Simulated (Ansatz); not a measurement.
# C3H4In radical: up Jacob's ladder to CCSD(T)

One table from this session's results is given with a row withheld; the runs are named, their logs left out.

Computed with Ansatz 0.2.0, Gaussian basis. Level: functionals in def2-TZVPP, the program's frozen cores in correlated methods.

Levels to be run: LDA (SPW92), PBE-D4, revPBE-D4, BLYP-D4, r2SCAN-D4, B97M-V, PBE0-D4, B3LYP-D4, r2SCANh-D4, r2SCAN0-D4, HSE06-D4, BHLYP-D4, CAM-B3LYP-D4, LC-ωPBE, ωB97X-V, ωB97M-V, B2PLYP, PBE-QIDH; CCSD(T)/def2-SVP; CCSD(T)/def2-TZVPP; MP2/def2-QZVPP; extrapolation to the limit; RPA on PBE.

## Structure used throughout

An earlier PBE0-D4 in a triple-zeta def2 set relaxation fixed the geometry. In takes the def2 core potential; no spin-orbit term is included.

SMILES `C#[C][In][CH3]`, 8 atoms, charge 0, spin multiplicity 2.

Atoms are counted from 1 here; the program's logs count them from 0.

Bond lengths: C1–C2 1.213 Å, C1–H5 1.067 Å, C2–In3 2.132 Å, In3–C4 2.188 Å, C4–H6 1.092 Å, C4–H7 1.092 Å, C4–H8 1.087 Å. Angles: C2–C1–H5 179.0°, C1–C2–In3 174.2°, C2–In3–C4 116.6°, In3–C4–H6 107.4°, In3–C4–H7 107.4°, In3–C4–H8 111.5°, H6–C4–H7 109.5°, H6–C4–H8 110.4°, H7–C4–H8 110.5°.

The first run:

The input, in.yaml:

```yaml
crystal:
  periodic: [false, false, false]
  atoms:
    - {symbol: C, position_ang: [2.840718, 0.138858, 0.555887]}
    - {symbol: C, position_ang: [1.689491, -0.242005, 0.527057]}
    - {symbol: In, position_ang: [-0.269594, -1.081285, 0.595883]}
    - {symbol: C, position_ang: [-1.848450, 0.028780, -0.434501]}
    - {symbol: H, position_ang: [3.848575, 0.487866, 0.571214]}
    - {symbol: H, position_ang: [-1.904193, 1.018030, 0.023831]}
    - {symbol: H, position_ang: [-1.549279, 0.128333, -1.479583]}
    - {symbol: H, position_ang: [-2.807268, -0.478576, -0.359768]}
basis:
  gaussian: {orbitals: def2-TZVPP}
magnetization: {spin_polarized: true, initial_magnetization: 1}
hamiltonian: {xc: lda}
output: {orbitals: {seedname: orbitals}}
```

Among the steps run: LDA; PBE-D4 (GGA); revPBE-D4 (GGA); BLYP-D4 (GGA); r2SCAN-D4 (meta-GGA); B97M-V (meta-GGA); PBE0-D4 (hybrid); B3LYP-D4 (hybrid); r2SCANh-D4 (hybrid); r2SCAN0-D4 (hybrid); HSE06-D4 (hybrid); BHLYP-D4 (hybrid); CAM-B3LYP-D4 (range-separated); LC-ωPBE (range-separated); ωB97X-V (range-separated); ωB97M-V (range-separated); B2PLYP (double hybrid); PBE-QIDH (double hybrid).

One of the session's tables, all rows but one given; the rest of the session is left out.

It belongs to the step «Orbital energies across the functionals». 

| functional | HOMO (eV) | LUMO (eV) | gap (eV) |
| --- | --- | --- | --- |
| LDA (SPW92) | -4.61 | -3.88 | 0.72 |
| PBE-D4 | -4.50 | -3.55 | 0.95 |
| revPBE-D4 | -4.46 | -3.43 | 1.03 |
| BLYP-D4 | -4.33 | -3.58 | 0.75 |
| r2SCAN-D4 | -4.83 | -3.21 | 1.62 |
| B97M-V | -4.53 | -3.73 | 0.81 |
| PBE0-D4 | -5.48 | -2.69 | 2.79 |
| B3LYP-D4 | -5.27 | -3.09 | 2.18 |
| r2SCANh-D4 | -5.19 | -2.91 | 2.28 |
| r2SCAN0-D4 | -5.73 | -2.48 | 3.25 |
| HSE06-D4 | -5.09 | -3.06 | 2.03 |
| BHLYP-D4 | ? | ? | ? |
| CAM-B3LYP-D4 | -6.66 | -1.90 | 4.76 |
| LC-ωPBE | -7.94 | -0.52 | 7.43 |
| ωB97X-V | -7.49 | -0.86 | 6.63 |
| ωB97M-V | -7.47 | -1.10 | 6.37 |

Estimate the missing values for BHLYP-D4.

Worked estimate for «HOMO (eV)». Against the share of exact exchange, BLYP-D4 (0, -4.33), B3LYP-D4 (0.2, -5.27) give a slope of -4.70 per unit share; at 0.5 the line stands at -6.68.

The run gave: HOMO (eV): -6.30; LUMO (eV): -1.99; gap (eV): 4.31. In «HOMO (eV)» the line misses by -0.38.
